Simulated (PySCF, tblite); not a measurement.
# C7H11O2P: geometry, infrared bands and NMR shifts

Aim: predict the infrared bands and NMR shifts of C7H11O2P (`C=CP1(=O)CCC(=O)CC1`).

Programs: tblite 0.8.0 and PySCF 2.14.0, with density-fitted response routines of our own. Each step states its level of theory. These are calculated values for one molecule in the gas phase, unless marked as measured. Atoms count from 0, in the outputs and in this text.

## (1) Starting geometry

21 atoms, charge 0, multiplicity 1; geometry from: force field or distance geometry start.

Bonds of the start (Å): C0–C1 1.32, C1–P2 1.75, P2–O3 1.52, P2–C4 1.81, C4–C5 1.52, C5–C6 1.52, C6–O7 1.24, C6–C8 1.51, C8–C9 1.53, C9–P2 1.80, C0–H10 1.09, C0–H11 1.09, C1–H12 1.11, C4–H13 1.09, C4–H14 1.09, C5–H15 1.10, C5–H16 1.09, C8–H17 1.09, C8–H18 1.09, C9–H19 1.10, C9–H20 1.10.

## (2) Relaxing the molecule with GFN2-xTB

What the job is given:

```
{"job": {"kind": "relax", "xc": "GFN2-xTB", "basis": "xTB"}, "charge": 0, "multiplicity": 1}
C     -3.206700     1.205100    -0.054300
C     -2.079800     0.764900     0.480100
P     -0.683400     0.272400    -0.456000
O     -0.654900     0.323200    -1.970500
C     -0.288800    -1.381700     0.149800
C      1.103100    -1.790900    -0.304200
C      2.131100    -0.805200     0.233200
O      3.023600    -1.164300     1.013200
C      2.023100     0.631700    -0.213000
C      0.682100     1.214800     0.240400
H     -4.061700     1.500400     0.561400
H     -3.328200     1.284600    -1.131100
H     -2.019700     0.700100     1.582400
H     -0.342100    -1.390100     1.234200
H     -1.031500    -2.082100    -0.236400
H      1.342300    -2.790800     0.083500
H      1.192400    -1.803500    -1.389700
H      2.844700     1.202700     0.215500
H      2.116900     0.664800    -1.298000
H      0.627500     1.193900     1.336200
H      0.601100     2.266900    -0.077200
```

Run with:

```sh
> OMP_NUM_THREADS=1 python probes_run.py task.json out
```

One launch serves the whole session: the jobs run in the order shown.

**Question.** This job is followed by: GFN2-xTB harmonic vibrations, gas phase; GIAO PBE0/pcSseg-1 NMR shielding, non-relativistic, gas phase. Predict these results of the whole session: strongest single infrared mode (GFN2-xTB); zero-point energy (GFN2-xTB); ¹³C shifts against TMS (PBE0/pcSseg-1, means over atoms taken as alike); ¹H shifts against TMS (PBE0/pcSseg-1, means over atoms taken as alike); ³¹P shifts against H3PO4 (PBE0/pcSseg-1); ¹⁷O shifts against H2O (PBE0/pcSseg-1); surface potential, 1st and 99th percentile.

**Answer**, as computed:

| quantity | value |
| --- | --- |
| strongest single infrared mode (GFN2-xTB) | 1776 cm⁻¹, 379 km/mol |
| zero-point energy (GFN2-xTB) | 104.1 kcal/mol |
| ¹³C shifts against TMS (PBE0/pcSseg-1, means over atoms taken as alike) | 214.9, 145.0, 140.9, 39.8, 35.5 ppm |
| ¹H shifts against TMS (PBE0/pcSseg-1, means over atoms taken as alike) | 7.01, 6.69, 6.18, 3.45, 2.49, 2.10, 1.75 ppm |
| ³¹P shifts against H3PO4 (PBE0/pcSseg-1) | -3.4 ppm |
| ¹⁷O shifts against H2O (PBE0/pcSseg-1) | 690.8, 64.7 ppm |
| surface potential, 1st and 99th percentile | -2.01 V and 1.36 V |

Over 70 steps the energy fell by 0.307 eV; of the close pairs, C1–P2 changed most, 1.752 to 1.812 Å. No mode is imaginary among the 57: a minimum at this level. The strongest single mode, at 1776 cm⁻¹, moves mainly C6 and O7. Unscaled tight-binding wavenumbers are off by several per cent, some by more. Its intensities can rank the bands wrongly. The most deshielded carbon is C6 (ketone carbonyl carbon), at 214.9 ppm: low-lying n→π* states of the double bond to the heteroatom give a large paramagnetic term (-277 ppm). At PBE0/pcSseg-1: The widest tensor belongs to O7: span 1258 ppm, with a paramagnetic part of -750 ppm. By nearest atom (PBE0/pcSseg-1), the HOMO sits on O7 58 %; C5, C8 about 10 % each and the LUMO on C0, C1 about 30 % each; H10, H11 about 8 % each.
